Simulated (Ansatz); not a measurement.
# Rb2YGa2: the cost of one run

Program: Ansatz 0.2.0. Level of theory: DFT PBE, scalar-relativistic, plane waves, PAW. These are calculated values, not measurements.

## 1. The structure to begin with

It takes space group I4/mmm (No. 139, tetragonal). The conventional cell has a = 4.755 Å, b = 4.755 Å, c = 12.476 Å, α = 90.00°, β = 90.00°, γ = 90.00°. Rb (site symmetry -4m2) is surrounded by 4 Ga at 2.84 Å. Y (site symmetry 4/mmm) is surrounded by 8 Ga at 3.71 Å and 8 Rb at 3.92 Å. Around Ga (site symmetry 4mm) lie 4 Rb at 2.84 Å and 1 Ga at 3.14 Å.

Structure file:

```
CELL_PARAMETERS angstrom
-2.37749 2.37749 6.23798
2.37749 -2.37749 6.23798
2.37749 2.37749 -6.23798
ATOMIC_POSITIONS crystal
Rb 0.25000 0.75000 0.50000
Rb 0.75000 0.25000 0.50000
Y 0.00000 0.00000 0.00000
Ga 0.62600 0.62600 0.00000
Ga 0.37400 0.37400 0.00000
```

(A quick probe on a coarse mesh, which set the mesh and smearing, is not shown.)

## 3. Coarse relaxation

File input.yaml:

```yaml
crystal:
  lattice:
    - [-2.3774949569, 2.3774949569, 6.2379818177]
    - [2.3774949569, -2.3774949569, 6.2379818177]
    - [2.3774949569, 2.3774949569, -6.2379818177]
  atoms:
    - { symbol: Rb, position: [0.25, 0.75, 0.5] }
    - { symbol: Rb, position: [0.75, 0.25, 0.5] }
    - { symbol: "Y", position: [0.0, 0.0, 0.0] }
    - { symbol: Ga, position: [0.626, 0.626, 0.0] }
    - { symbol: Ga, position: [0.374, 0.374, 0.0] }
basis:
  ecutwfc: 420
kpoints:
  mp_grid: { grid: [6, 6, 6] }
hamiltonian:
  xc: pbe
scf:
  occupations: { method: gaussian, width: 0.1 }
  lower_state_search: "off"
output:
  forces: true
  stress: true
  eigenvalues: true
relax:
  adjacent_minimum: "off"
  f_tol: 0.04
  max_steps: 70
  cell: { stress_tol: 0.4 }
```

Launch:

```
> ansatz run input.yaml --threads 1 --pin off --max-ram 2560MiB --backend cpu --events-out ev --progress --plain --runs-dir out
```

Q: Estimate wall time and peak memory on 1 thread of Arm Neoverse V2, shared host.

About 1.9 min, with a peak of 0.49 GiB.
